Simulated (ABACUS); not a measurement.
Crystal: NiMoIrPdW.

```
CELL_PARAMETERS angstrom
4.14670 0.00000 0.00000
-2.07335 3.59115 0.00000
0.00000 0.00000 5.41629
ATOMIC_POSITIONS crystal
Ir 0.33333 0.66667 0.25641
W 0.66667 0.33333 0.99985
Pd 0.33333 0.66667 0.74601
Mo 0.66667 0.33333 0.45996
Ni 0.00000 0.00000 0.02221
```

The cell was built by a generator and needn't be a form met in nature.

Base run:

| Quantity | Value |
| --- | --- |
| Program | ABACUS 3.10.1 |
| Functional | PBE |
| Potentials or basis | PseudoDojo NC SR 0.4.1 PBE standard |
| Cutoff | 1361 eV |
| Density cutoff | 5442 eV |
| Basis | DZP LCAO (the cutoffs set its grid) |
| k mesh | 5 × 5 × 4 |
| Occupations | fermi-dirac, width 0.05 eV |
| Spin | collinear spin, ferromagnetic start |
| Starting moments | [0.6, 0.0, 0.0, 1.0, 1.0] μB |
| Fixed moment | 2.5 μB |

Its results: pressure 3.1 GPa; site moments Ir +0.35; W +0.50; Pd +0.15; Mo +1.04; Ni +0.46 μB; largest force 1.411 eV/Å.

Q: The run is repeated on the same cell with these changes: fixed moment from 2.5 μB to 3 μB. What comes out?

A: Pressure 4.0 GPa; site moments Ir +0.43; W +0.59; Pd +0.19; Mo +1.25; Ni +0.53 μB; largest force 1.740 eV/Å.

Caveats: the atomic orbitals were generated for these runs and aren't a published set; this set's palladium file may shift the pressure by some GPa; the basis of atomic orbitals isn't converged, which shifts pressures, moduli and gaps; the total moment is fixed, so each spin has its own Fermi level; forces of over 1 eV/Å show positions far from the minimum, so gaps and moduli don't describe the material at rest.
